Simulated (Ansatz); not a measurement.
# InC2: a trial structure relaxed

Aim: relax InC2 from this start, quartz type (P3_221, No. 154), and see where it ends.

Computed with Ansatz 0.2.0 (DFT PBE, scalar-relativistic, plane waves, PAW, unless a step's input says otherwise).

1 further run of the same task is left out (set aside as unsound or not needed).

## (1) The structure to begin with

Symmetry: P3_221, No. 154, trigonal system. Conventional cell: a = 5.379 Å, b = 5.379 Å, c = 5.918 Å, α = 90.00°, β = 90.00°, γ = 120.00°. In (site symmetry 2) is surrounded by 2 C at 1.43 Å. C (site symmetry 1) is surrounded by 1 In at 1.43 Å.

Coordinates:

```cif
data_structure
_symmetry_space_group_name_H-M 'P3_221'
_symmetry_Int_Tables_number 154
_cell_length_a 5.3794
_cell_length_b 5.3794
_cell_length_c 5.9177
_cell_angle_alpha 90.000
_cell_angle_beta 90.000
_cell_angle_gamma 120.000
_cell_volume 148.31
loop_
_atom_site_label
_atom_site_type_symbol
_atom_site_symmetry_multiplicity
_atom_site_Wyckoff_symbol
_atom_site_fract_x
_atom_site_fract_y
_atom_site_fract_z
_atom_site_occupancy
In1 In 3 a 0.46870 0.00000 0.66667 1
C1 C 6 c 0.41690 0.26590 0.11960 1
```

(A quick probe on a coarse mesh, which set the mesh and smearing, is not shown.)

## (3) Rough relaxation on the coarse mesh

input.yaml

```yaml
crystal:
  lattice:
    - [5.3794416648, 0.0, 0.0]
    - [-2.6897208323, 4.6587331398, 0.0]
    - [0.0, 0.0, 5.9176976515]
  atoms:
    - { symbol: In, position: [0.4687, 0.0, 0.6666666667] }
    - { symbol: In, position: [0.0, 0.4687, 0.3333333333] }
    - { symbol: In, position: [0.5313, 0.5313, 0.0] }
    - { symbol: C, position: [0.4169, 0.2659, 0.1196] }
    - { symbol: C, position: [0.7341, 0.151, 0.7862666667] }
    - { symbol: C, position: [0.849, 0.5831, 0.4529333333] }
    - { symbol: C, position: [0.2659, 0.4169, 0.8804] }
    - { symbol: C, position: [0.151, 0.7341, 0.2137333333] }
    - { symbol: C, position: [0.5831, 0.849, 0.5470666667] }
basis:
  ecutwfc: 420
kpoints:
  mp_grid: { grid: [6, 6, 4] }
hamiltonian:
  xc: pbe
scf:
  occupations: { method: gaussian, width: 0.1 }
  lower_state_search: "off"
output:
  forces: true
  stress: true
  eigenvalues: true
relax:
  adjacent_minimum: "off"
  f_tol: 0.04
  max_steps: 70
  cell: { stress_tol: 0.4 }
```

Launch:

```bash
$ ansatz run input.yaml --threads 1 --pin off --max-ram 2560MiB --backend cpu --events-out ev --progress --plain --runs-dir out
```

Further runs follow: the relaxation.

Q: Predict the outcome of this session.

As calculated:

Formation energies count from the elements, computed with the same settings in runs not shown here.

| quantity | value |
| --- | --- |
| cell | a = 4.128 Å, b = 4.128 Å, c = 8.985 Å, α = 90.00°, β = 90.00°, γ = 120.00° |
| space group | P3_221 (No. 154) |
| volume | 14.73 Å³/atom |
| gap on the mesh | none (metal) |
| formation energy from the elements | +1.159 eV/atom |

What this shows: The space group stayed P3_221, and from the first guess the volume went from 16.48 to 14.73 Å³/atom. The formation energy of +1.16 eV/atom is positive, so the elements lie lower than this structure; another structure of the compound can lie lower. Where forces pass 15 eV/Å atoms stand far too close, the PAW spheres overlap strongly and those numbers are rough.
